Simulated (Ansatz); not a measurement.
# MoO (septet): the correlation ladder, def2-QZVPP

The task here is to estimate one member of a computed series from the others.

Computed with Ansatz 0.2.0, Gaussian basis. Level: def2-QZVPP, core rule «outside noble gas», up to 5 orbitals frozen.

Plan: UHF; ROHF; CCSD(T) on UHF.

## What is computed

The geometry is a PBE0/def2-TZVP stationary point (not a proven minimum). No spin-orbit coupling is included. Elements past krypton take def2 core potentials.

2 atoms, charge 0, spin multiplicity 7.

Atoms are counted from 1 here; the program's logs count them from 0.

Bond lengths: Mo1–O2 1.990 Å.

Set-up of the first run:

in.yaml

```yaml
crystal:
  periodic: [false, false, false]
  atoms:
    - {symbol: Mo, position_ang: [0.000000, 0.000000, 0.000000]}
    - {symbol: O, position_ang: [0.000000, 0.000000, 1.989800]}
basis:
  gaussian: {orbitals: "def2-QZVPP.json"}
magnetization: {spin_polarized: true, initial_magnetization: 6}
hamiltonian: {xc: hf}
output: {orbitals: {seedname: orbitals}}
```

Launch:

```console
$ ansatz run in.yaml --threads 1 --pin off --events-out ev --progress --plain --max-ram 3968MiB --backend cpu
```

Among the steps run: UHF; ROHF; CCSD(T) on UHF.

One table of the session follows, with a row left open; its other results are not shown here.

| method | from UCCSD(T) (meV) |
| --- | --- |
| ROHF | +9338.7 |
| UHF | +9091.0 |
| UMP2 | ? |
| UCCSD | +361.2 |
| UCCSD(T) | 0 |

**Question.** Estimate the row for UMP2.

**Answer.** from UCCSD(T) (meV): +795.2. In the column «from UCCSD(T) (meV)» it lies between UCCSD (+361.2) and UHF (+9091.0).
